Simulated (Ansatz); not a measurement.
# Zr3Nb6Ni11: the cost of one run

Program: Ansatz 0.2.0. Level of theory: DFT PBE, scalar-relativistic, plane waves, PAW. These are calculated values, not measurements.

**1. The structure to begin with**

The cell holds 20 atoms (Nb6Ni11Zr3): a = 6.825 Å, b = 6.686 Å, c = 6.709 Å, α = 90.50°, β = 95.02°, γ = 92.34°.

It is the last frame of an earlier stage of the same melt, run at 1210 K.

As a file:

```cif
data_structure
_symmetry_space_group_name_H-M 'P 1'
_symmetry_Int_Tables_number 1
_cell_length_a 6.8252
_cell_length_b 6.6859
_cell_length_c 6.7086
_cell_angle_alpha 90.498
_cell_angle_beta 95.019
_cell_angle_gamma 92.335
_cell_volume 304.68
loop_
_atom_site_label
_atom_site_type_symbol
_atom_site_fract_x
_atom_site_fract_y
_atom_site_fract_z
_atom_site_occupancy
Ni1 Ni 0.70402 0.92211 0.26843 1
Ni2 Ni 0.43488 0.51213 0.66539 1
Ni3 Ni 0.52734 0.23063 0.85937 1
Ni4 Ni 0.83110 0.17336 0.50505 1
Ni5 Ni 0.63380 0.59038 0.01777 1
Ni6 Ni 0.83488 0.98032 0.84124 1
Ni7 Ni 0.76542 0.62223 0.41646 1
Ni8 Ni 0.63062 0.78706 0.69397 1
Ni9 Ni 0.48919 0.05183 0.53900 1
Ni10 Ni 0.13967 0.43860 0.40280 1
Ni11 Ni 0.37185 0.71863 0.30726 1
Nb1 Nb 0.77950 0.44570 0.73800 1
Nb2 Nb 0.85313 0.29674 0.11185 1
Nb3 Nb 0.45489 0.88774 0.99450 1
Nb4 Nb 0.00789 0.68213 0.07750 1
Nb5 Nb 0.27859 0.43322 0.03838 1
Nb6 Nb 0.50652 0.29584 0.31779 1
Zr1 Zr 0.12868 0.75345 0.62716 1
Zr2 Zr 0.15740 0.05767 0.26336 1
Zr3 Zr 0.14683 0.20328 0.68961 1
```

**2. Langevin stage at 300 K**

One k point, a Fermi-Dirac width of 0.050 eV and a fixed cell.

The input, input.yaml:

```yaml
crystal:
  lattice:
    - [6.817346, -0.138431, -0.296609]
    - [-0.138431, 6.684364, -0.032214]
    - [-0.296609, -0.032214, 6.70197]
  atoms:
    - { symbol: Ni, position: [0.7040179114, 0.9221057561, 0.2684287788] }
    - { symbol: Ni, position: [0.4348805478, 0.5121257995, 0.6653922558] }
    - { symbol: Ni, position: [0.5273380875, 0.2306310616, 0.8593702881] }
    - { symbol: Ni, position: [0.8311034217, 0.1733576205, 0.5050470965] }
    - { symbol: Ni, position: [0.633800392, 0.5903825931, 0.017773657] }
    - { symbol: Ni, position: [0.8348757138, 0.980320158, 0.8412350128] }
    - { symbol: Ni, position: [0.7654210779, 0.6222305444, 0.4164588085] }
    - { symbol: Ni, position: [0.6306175775, 0.7870626414, 0.69397415] }
    - { symbol: Ni, position: [0.4891893453, 0.0518338726, 0.5389966821] }
    - { symbol: Ni, position: [0.1396676164, 0.4385972363, 0.4028002602] }
    - { symbol: Ni, position: [0.3718510835, 0.7186309885, 0.3072584234] }
    - { symbol: Nb, position: [0.7795040454, 0.4456968919, 0.7380000768] }
    - { symbol: Nb, position: [0.8531309042, 0.2967385427, 0.1118451014] }
    - { symbol: Nb, position: [0.4548939582, 0.887737251, 0.9944958062] }
    - { symbol: Nb, position: [0.0078869923, 0.6821316638, 0.077495623] }
    - { symbol: Nb, position: [0.2785947023, 0.4332178851, 0.0383820135] }
    - { symbol: Nb, position: [0.5065171315, 0.2958366693, 0.3177856994] }
    - { symbol: Zr, position: [0.1286795499, 0.7534539919, 0.6271602039] }
    - { symbol: Zr, position: [0.1573979462, 0.0576725184, 0.2633555614] }
    - { symbol: Zr, position: [0.1468312341, 0.2032774035, 0.6896069449] }
  symmetry: { detect: false }
basis:
  ecutwfc: 420
kpoints:
  mp_grid: { grid: [1, 1, 1], shift: [0.25, 0.25, 0.25] }
hamiltonian:
  xc: pbe
scf:
  occupations: { method: fermi_dirac, width: 0.05 }
  lower_state_search: "off"
  convergence: { dr2_threshold: 1.0e-06 }
output:
  forces: true
  stress: true
md:
  timestep: 3.0
  n_steps: 89
  ensemble: nvt_langevin
  friction: 0.03
  temperature: 300.0
  initial_velocities: maxwell_boltzmann
  seed: 46383
```

Run with:

```console
$ ansatz run input.yaml --threads 2 --pin off --max-ram 5120MiB --backend cpu --events-out ev --progress --plain --runs-dir out
```

**Question.** How long does this run take on 2 threads of AMD EPYC 7R13 (Zen 3), shared host, and how much memory does it need?

About 5.3 min, with a peak of 0.74 GiB.
